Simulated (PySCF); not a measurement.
# F₂GeH₃P: magnetic properties

Aim: compute the magnetic properties of F₂GeH₃P (`F[P](F)[GeH3]`).

Programs: PySCF 2.14.0, with routines of our own; each step states its level. All values are computed. Atoms count from 0.

### 1 The system as given

7 atoms, charge 0, multiplicity 1; geometry from: GFN2-xTB.

### 2 Magnetic properties: GIAO KT3/pcSseg-1

The job: settings as JSON, then the geometry in Å.

```
{"job": {"kind": "mag", "xc": "KT3", "basis": "pcSseg-1", "isotopologues": 4}, "charge": 0, "multiplicity": 1}
F      1.814211    -1.149250    -0.558870
P      1.033674     0.137690    -1.173905
F      1.845949     1.205843    -0.255740
Ge    -0.834850    -0.021278     0.253239
H     -0.472215    -0.207755     1.693889
H     -1.677971     1.211840     0.158164
H     -1.705465    -1.172187    -0.143854
```

With the program's defaults for keys left out, this is: GIAO KT3/pcSseg-1 magnetisability, rotational g tensor and spin-rotation constants, non-relativistic, gas phase.

The run is started by

```sh
> OMP_NUM_THREADS=1 python excited_run.py task.json out
```

The driver reads the jobs from task.json and runs them one after another.

The log of the run:

```text
coarse grid: 31848 points
cycle   1  E = -2632.3931442273  dE = -2.907e-01  |g| = 1.003e+00  |ddm| = 2.555e+00
cycle   2  E = -2631.7312571037  dE =  6.619e-01  |g| = 2.177e+00  |ddm| = 1.907e+00
cycle   3  E = -2632.5206941814  dE = -7.894e-01  |g| = 1.967e-01  |ddm| = 1.598e+00
cycle   4  E = -2632.5273788152  dE = -6.685e-03  |g| = 8.712e-02  |ddm| = 2.472e-01
cycle   5  E = -2632.5281695780  dE = -7.908e-04  |g| = 1.715e-02  |ddm| = 6.468e-02
cycle   6  E = -2632.5282244283  dE = -5.485e-05  |g| = 4.200e-03  |ddm| = 2.437e-02
cycle   7  E = -2632.5282292327  dE = -4.804e-06  |g| = 1.271e-03  |ddm| = 9.907e-03
final grid: 64288 points
cycle   8  E = -2632.5281939768  dE =  5.250e-07  |g| = 2.051e-03  |ddm| = 5.757e-03
cycle   9  E = -2632.5281920632  dE =  1.914e-06  |g| = 3.701e-03  |ddm| = 8.467e-03
cycle  10  E = -2632.5281949839  dE = -2.921e-06  |g| = 3.721e-04  |ddm| = 4.726e-03
cycle  11  E = -2632.5281950160  dE = -3.205e-08  |g| = 7.961e-05  |ddm| = 5.781e-04
cycle  12  E = -2632.5281950169  dE = -9.313e-10  |g| = 1.080e-05  |ddm| = 5.415e-05
converged SCF energy = -2632.5281950169

Magnetisability tensor (1e-30 J/T^2)
     -808.48       -8.63       66.86
       -8.63     -808.89        2.81
       66.86        2.81     -837.61
isotropic -818.33   principal values    -892.17   -808.65   -754.16
isotropic susceptibility -49.281 1e-6 cm^3/mol

Inertial axes            a          b          c
rot. const./GHz      6.5517     1.9477     1.7114
chi total           -51.717    -48.698    -47.427
chi diamagnetic    -243.292   -607.494   -680.349
chi paramagnetic    191.575    558.796    632.921
quadrupole/D A       -1.098     -0.501      1.599
g nuclear            0.5178     0.4868     0.4854
g electronic        -0.5897    -0.5113    -0.5089
g total             -0.0719    -0.0245    -0.0235

Spin-rotation constants (kHz, H = +C I.J)
atom  isotope        aa         bb         cc
  0    19F       11.326      0.920      1.643
  1    31P       16.100      4.722      4.173
  2    19F       11.330      0.920      1.642
  4     1H       -0.591     -0.199      0.058
  5     1H       -0.393     -0.029     -0.147
  6     1H       -0.394     -0.028     -0.147
  3   73Ge*      -1.511     -0.510     -0.432
* in the singly substituted isotopologue

Isotopologues: g along a, b, c
2H    at 4,5,6             -0.0669    -0.0235    -0.0227
2H    at 4                 -0.0696    -0.0241    -0.0234
```

It took 9.7 s on 1 thread of Arm Neoverse V2, shared host; peak memory 0.58 GiB.

In short:

| quantity | value |
| --- | --- |
| magnetisability | -818·10⁻³⁰ J/T² |
| molar susceptibility | -49.3·10⁻⁶ cm³/mol |
| rotational g (a, b, c) | -0.0719, -0.0245, -0.0235 |

### 3 Magnetic properties: GIAO BHandHLYP/cc-pVDZ

The job, as its differences from that of step 2:

```diff
@@ -1,2 +1,2 @@
-{"job": {"kind": "mag", "xc": "KT3", "basis": "pcSseg-1", "isotopologues": 4}, "charge": 0, "multiplicity": 1}
+{"job": {"kind": "mag", "xc": "BHandHLYP", "basis": "cc-pVDZ", "scf": {"guess": "vsap"}}, "charge": 0, "multiplicity": 1}
 F      1.814211    -1.149250    -0.558870
```

Level: GIAO BHandHLYP/cc-pVDZ magnetisability, rotational g tensor and spin-rotation constants, non-relativistic, gas phase.

The log of the run:

```text
final grid: 64288 points
cycle   1  E = -2619.6505947183  dE = -2.287e-01  |g| = 6.877e-01  |ddm| = 4.805e+00
cycle   2  E = -2619.6796680717  dE = -2.907e-02  |g| = 6.254e-01  |ddm| = 2.107e+00
cycle   3  E = -2619.7441353443  dE = -6.447e-02  |g| = 7.438e-02  |ddm| = 8.432e-01
cycle   4  E = -2619.7453790643  dE = -1.244e-03  |g| = 9.795e-03  |ddm| = 1.820e-01
cycle   5  E = -2619.7454071796  dE = -2.812e-05  |g| = 1.819e-03  |ddm| = 3.086e-02
cycle   6  E = -2619.7454086324  dE = -1.453e-06  |g| = 4.781e-04  |ddm| = 6.820e-03
cycle   7  E = -2619.7454087448  dE = -1.125e-07  |g| = 1.098e-04  |ddm| = 2.599e-03
cycle   8  E = -2619.7454087520  dE = -7.187e-09  |g| = 2.509e-05  |ddm| = 4.783e-04
cycle   9  E = -2619.7454087523  dE = -3.201e-10  |g| = 5.499e-06  |ddm| = 9.612e-05
converged SCF energy = -2619.7454087523

Magnetisability tensor (1e-30 J/T^2)
     -818.81       -8.59       64.57
       -8.59     -837.77        1.33
       64.57        1.33     -854.98
isotropic -837.19   principal values    -904.54   -837.72   -769.30
isotropic susceptibility -50.416 1e-6 cm^3/mol

Inertial axes            a          b          c
rot. const./GHz      6.5517     1.9477     1.7114
chi total           -52.301    -50.449    -48.500
chi diamagnetic    -243.425   -607.640   -680.824
chi paramagnetic    191.124    557.191    632.325
quadrupole/D A       -1.298     -0.681      1.980
g nuclear            0.5178     0.4868     0.4854
g electronic        -0.5883    -0.5098    -0.5084
g total             -0.0705    -0.0230    -0.0230

Spin-rotation constants (kHz, H = +C I.J)
atom  isotope        aa         bb         cc
  0    19F        8.759      0.371      1.189
  1    31P       14.365      4.138      3.780
  2    19F        8.763      0.370      1.189
  4     1H       -0.607     -0.199      0.051
  5     1H       -0.411     -0.038     -0.151
  6     1H       -0.412     -0.036     -0.152
  3   73Ge*      -1.246     -0.424     -0.359
* in the singly substituted isotopologue
```

Wall time 6.6 s (1 thread of Arm Neoverse V2, shared host); peak memory 0.63 GiB.

In short:

```
              quantity                      value
       magnetisability            -837·10⁻³⁰ J/T²
  molar susceptibility         -50.4·10⁻⁶ cm³/mol
rotational g (a, b, c)  -0.0705, -0.0230, -0.0230
```

### 4 Magnetic properties: GIAO KT1/6-31G*

The job, as its differences from that of step 3:

```diff
@@ -1,2 +1,2 @@
-{"job": {"kind": "mag", "xc": "BHandHLYP", "basis": "cc-pVDZ", "scf": {"guess": "vsap"}}, "charge": 0, "multiplicity": 1}
+{"job": {"kind": "mag", "xc": "KT1", "basis": "6-31G*"}, "charge": 0, "multiplicity": 1}
 F      1.814211    -1.149250    -0.558870
```

Method: GIAO KT1/6-31G* magnetisability, rotational g tensor and spin-rotation constants, non-relativistic, gas phase.

The log of the run:

```text
coarse grid: 31848 points
cycle   1  E = -2627.5780718248  dE = -2.095e-01  |g| = 8.168e-01  |ddm| = 2.623e+00
cycle   2  E = -2627.0178208302  dE =  5.603e-01  |g| = 1.942e+00  |ddm| = 1.883e+00
cycle   3  E = -2627.6841249345  dE = -6.663e-01  |g| = 1.340e-01  |ddm| = 1.520e+00
cycle   4  E = -2627.6871121925  dE = -2.987e-03  |g| = 5.679e-02  |ddm| = 1.895e-01
cycle   5  E = -2627.6875526400  dE = -4.404e-04  |g| = 1.018e-02  |ddm| = 4.654e-02
cycle   6  E = -2627.6875810664  dE = -2.843e-05  |g| = 1.621e-03  |ddm| = 1.381e-02
cycle   7  E = -2627.6875818416  dE = -7.752e-07  |g| = 3.906e-04  |ddm| = 2.424e-03
final grid: 64288 points
cycle   8  E = -2627.6874941568  dE =  3.383e-08  |g| = 8.059e-04  |ddm| = 1.352e-03
cycle   9  E = -2627.6874937125  dE =  4.443e-07  |g| = 1.724e-03  |ddm| = 2.079e-03
cycle  10  E = -2627.6874942957  dE = -5.832e-07  |g| = 1.340e-04  |ddm| = 1.334e-03
cycle  11  E = -2627.6874943011  dE = -5.342e-09  |g| = 3.120e-05  |ddm| = 1.924e-04
cycle  12  E = -2627.6874943013  dE = -2.046e-10  |g| = 7.804e-06  |ddm| = 2.901e-05
converged SCF energy = -2627.6874943013

Magnetisability tensor (1e-30 J/T^2)
     -813.33      -10.47       83.51
      -10.47     -791.73        5.53
       83.51        5.53     -842.93
isotropic -816.00   principal values    -913.92   -791.17   -742.91
isotropic susceptibility -49.141 1e-6 cm^3/mol

Inertial axes            a          b          c
rot. const./GHz      6.5517     1.9477     1.7114
chi total           -52.709    -47.645    -47.068
chi diamagnetic    -242.006   -606.413   -678.868
chi paramagnetic    189.298    558.768    631.800
quadrupole/D A       -1.103     -0.159      1.263
g nuclear            0.5178     0.4868     0.4854
g electronic        -0.5827    -0.5113    -0.5080
g total             -0.0649    -0.0244    -0.0226

Spin-rotation constants (kHz, H = +C I.J)
atom  isotope        aa         bb         cc
  0    19F       11.573      1.073      1.760
  1    31P       15.207      4.403      3.878
  2    19F       11.578      1.072      1.760
  4     1H       -0.628     -0.202      0.051
  5     1H       -0.422     -0.040     -0.153
  6     1H       -0.424     -0.038     -0.154
  3   73Ge*      -1.316     -0.438     -0.375
* in the singly substituted isotopologue
```

It took 8.1 s on 1 thread of Arm Neoverse V2, shared host; peak memory 0.47 GiB.

From this job:

| quantity | value |
| --- | --- |
| magnetisability | -816·10⁻³⁰ J/T² |
| molar susceptibility | -49.1·10⁻⁶ cm³/mol |
| rotational g (a, b, c) | -0.0649, -0.0244, -0.0226 |

### 5 Magnetic properties side by side

```csv
level,ξ (10⁻³⁰ J/T²),g(a),g(b),gap (eV),functions,time
GIAO KT3/pcSseg-1,-818,-0.0719,-0.0245,4.28,114,9.7 s
GIAO BHandHLYP/cc-pVDZ,-837,-0.0705,-0.0230,8.62,88,6.6 s
GIAO KT1/6-31G*,-816,-0.0649,-0.0244,4.15,84,8.1 s
```

### 6 What came out

| quantity | value |
| --- | --- |
| magnetisability (step 2, GIAO KT3/pcSseg-1) | -818·10⁻³⁰ J/T² |
| molar susceptibility (step 2, GIAO KT3/pcSseg-1) | -49.3·10⁻⁶ cm³/mol |
| rotational g (a, b, c) (step 2, GIAO KT3/pcSseg-1) | -0.0719, -0.0245, -0.0235 |
| magnetisability over the levels | -837 to -816·10⁻³⁰ J/T² |

In words: Steps that list no spin-orbit terms leave them out, which matters at and beside the heavy atoms. The magnetisability spreads by 2.6 % over 3 levels, from GIAO BHandHLYP/cc-pVDZ (6.6 s) to GIAO KT1/6-31G* (8.1 s); the runs took 6.6 s to 9.7 s. Vibrational averaging and real surroundings are missing from these values.
